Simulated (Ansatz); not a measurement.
# BrF₂H₂InOSi: basis-set convergence

The task here is to estimate one member of a computed series from the others.

Computed with Ansatz 0.2.0, Gaussian basis. Level: one geometry, several basis sets.

The runs, in order: PBE0-D4/def2-SVP; ωB97M-V/def2-SVP; PBE0-D4/def2-QZVPP; ωB97M-V/def2-QZVPP; the functionals' def2-TZVPP values are taken from earlier runs.

### Structure used throughout

The geometry comes from an earlier relaxation with PBE0-D4 in a triple-zeta def2 set; it is a stationary point, not always the lowest conformer. In takes the def2 core potential; no spin-orbit term is included.

8 atoms, charge 0, spin multiplicity 1.

Atoms are counted from 1 here; the program's logs count them from 0.

Bond lengths: F1–Si2 1.579 Å, Si2–F3 1.581 Å, Si2–Br4 2.206 Å, Si2–O5 1.578 Å, O5–In6 2.018 Å, In6–H7 1.697 Å, In6–H8 1.697 Å. Angles: F1–Si2–F3 106.0°, F1–Si2–Br4 107.1°, F1–Si2–O5 111.7°, F3–Si2–Br4 106.9°, F3–Si2–O5 112.2°, Br4–Si2–O5 112.5°, Si2–O5–In6 142.3°, O5–In6–H7 111.4°, O5–In6–H8 107.5°, H7–In6–H8 141.1°.

Set-up of the first run:

Input file in.yaml:

```yaml
crystal:
  periodic: [false, false, false]
  atoms:
    - {symbol: F, position_ang: [-2.680599, -0.206641, -0.051227]}
    - {symbol: Si, position_ang: [-1.188555, -0.720422, -0.003277]}
    - {symbol: F, position_ang: [-1.199348, -2.005812, 0.917192]}
    - {symbol: Br, position_ang: [-0.668260, -1.392173, -2.039417]}
    - {symbol: O, position_ang: [-0.205548, 0.389742, 0.535129]}
    - {symbol: In, position_ang: [1.637426, 1.161105, 0.254373]}
    - {symbol: H, position_ang: [2.556471, 0.200631, -0.800596]}
    - {symbol: H, position_ang: [1.748404, 2.573570, 1.187823]}
basis:
  gaussian: {orbitals: def2-SVP}
hamiltonian: {xc: pbe0, dispersion: d4}
output: {orbitals: {seedname: orbitals}}
```

Started as:

```sh
> ansatz run in.yaml --threads 2 --pin off --events-out ev --progress --plain --max-ram 32768MiB --backend cpu
```

Among the steps run: PBE0-D4 in def2-SVP; ωB97M-V in def2-SVP; PBE0-D4 in def2-QZVPP; ωB97M-V in def2-QZVPP.

One of the session's tables, all rows but one given; the rest of the session is left out.

```
functional       basis  HOMO (eV)  LUMO (eV)
   PBE0-D4    def2-SVP      -8.46      -2.13
   PBE0-D4  def2-TZVPP      -8.58      -2.18
   PBE0-D4  def2-QZVPP      -8.60      -2.18
   ωB97M-V    def2-SVP     -10.69      -0.54
   ωB97M-V  def2-TZVPP          ?          ?
   ωB97M-V  def2-QZVPP     -10.86      -0.71
```

Estimate the missing values for ωB97M-V, def2-TZVPP.

The run gave: HOMO (eV): -10.83; LUMO (eV): -0.68. In the column «HOMO (eV)» it lies between ωB97M-V, def2-QZVPP (-10.86) and ωB97M-V, def2-SVP (-10.69).
